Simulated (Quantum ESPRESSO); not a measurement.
VWC2:

```
W V C
1.0
     1.51704    0.87586    4.93389
    -1.51704    0.87586    4.93389
     0.00000   -1.75173    4.93389
W V C
1 1 2
Cartesian
  0.0000 0.0000 0.0000
  0.0000 0.0000 7.4008
  0.0000 0.0000 3.6485
  0.0000 0.0000 11.1532
```

The cell comes from a database or a generator and needn't be the stable form of this composition.

- Program: Quantum ESPRESSO 7.5
- Task: Wannier functions
- Functional: PBE
- Potentials or basis: PseudoDojo 0.4.1 SR PBE standard
- Cutoff: 1143 eV
- Density cutoff: 4572 eV
- k mesh: 8 × 8 × 8
- Occupations: fermi-dirac, width 0.05 eV
- Spin: collinear spin, ferromagnetic start
- Starting moments: [0.0, 2.0, 0.0, 0.0] μB
- Mixing beta: 0.3
- Most SCF iterations: 120
- SCF threshold: 8e-10 Ry
- k mesh for the Wannier functions: 6 × 6 × 6
- Projections: W spd, V spd, C sp

Start: atomic projections with disentanglement, frozen window up to 1.0 eV over the reference level; the lowest 8 bands are left out. The reference level is the Fermi level, or the middle of the gap.

Problem. With atomic projections with disentanglement, how many functions result, how localised are they, and how well do they interpolate the bands?

Solution. 52 functions with spreads from 0.55 to 1.40 Å², 50.7 Å² in all; they miss the direct bands by 5 meV (root mean square).

Spin up: Wannier functions:
```
function  nearest atom  distance (Å)  spread (Å²)  on-site energy from the reference level (eV)
       1           1 W          0.82         1.40                                          6.46
       2           1 W          0.82         1.40                                          6.48
       3           1 W          0.83         1.39                                          6.44
       4           1 W          0.83         1.39                                          6.44
       5           1 W          0.83         1.39                                          6.44
       6           1 W          0.00         1.05                                          0.95
       7           1 W          0.00         0.95                                          1.59
       8           1 W          0.83         1.39                                          6.43
       9           1 W          0.00         1.05                                          0.89
      10           2 V          0.70         1.27                                          7.26
      11           2 V          0.68         1.33                                          7.28
      12           2 V          0.70         1.27                                          7.29
      13           2 V          0.70         1.27                                          7.27
      14           2 V          0.68         1.33                                          7.28
      15           2 V          0.00         0.57                                          0.78
      16           2 V          0.00         0.56                                          0.86
      17           2 V          0.70         1.27                                          7.26
      18           2 V          0.00         0.68                                          0.21
      19           3 C          0.36         0.56                                          0.77
      20           3 C          0.38         0.57                                          0.22
      21           3 C          0.36         0.57                                          0.74
      22           3 C          0.36         0.56                                          0.75
      23           4 C          0.36         0.56                                          0.77
      24           4 C          0.38         0.57                                          0.22
      25           4 C          0.36         0.57                                          0.75
      26           4 C          0.36         0.56                                          0.75
```
Spin down: Wannier functions:
```
function  nearest atom  distance (Å)  spread (Å²)  on-site energy from the reference level (eV)
       1           1 W          0.84         1.37                                          6.45
       2           1 W          0.84         1.37                                          6.45
       3           1 W          0.84         1.37                                          6.45
       4           1 W          0.84         1.37                                          6.45
       5           1 W          0.84         1.37                                          6.45
       6           1 W          0.00         1.01                                          1.01
       7           1 W          0.00         0.95                                          1.51
       8           1 W          0.84         1.37                                          6.45
       9           1 W          0.00         1.03                                          0.88
      10           2 V          0.65         1.20                                          6.31
      11           2 V          0.67         1.27                                          6.65
      12           2 V          0.66         1.18                                          6.27
      13           2 V          0.66         1.18                                          6.21
      14           2 V          0.66         1.27                                          6.60
      15           2 V          0.01         0.56                                          0.98
      16           2 V          0.01         0.56                                          0.97
      17           2 V          0.65         1.20                                          6.33
      18           2 V          0.60         1.10                                          5.14
      19           3 C          0.36         0.55                                          0.85
      20           3 C          0.37         0.55                                          0.27
      21           3 C          0.36         0.55                                          0.83
      22           3 C          0.36         0.55                                          0.83
      23           4 C          0.36         0.55                                          0.84
      24           4 C          0.37         0.55                                          0.27
      25           4 C          0.36         0.55                                          0.83
      26           4 C          0.36         0.55                                          0.84
```

Parts of the spread (Å²): spin up: invariant 20.11, diagonal 0.009, off-diagonal 5.37, total 25.49; spin down: invariant 19.97, diagonal 0.009, off-diagonal 5.20, total 25.18. Against the direct bands the interpolation misses by 5 meV (root mean square) and 58 meV at most, for states up to 1 eV over the reference level.

Caveat: spin-orbit coupling is left out, which moves the levels of the heavy elements; the Wannier minimisation didn't converge.
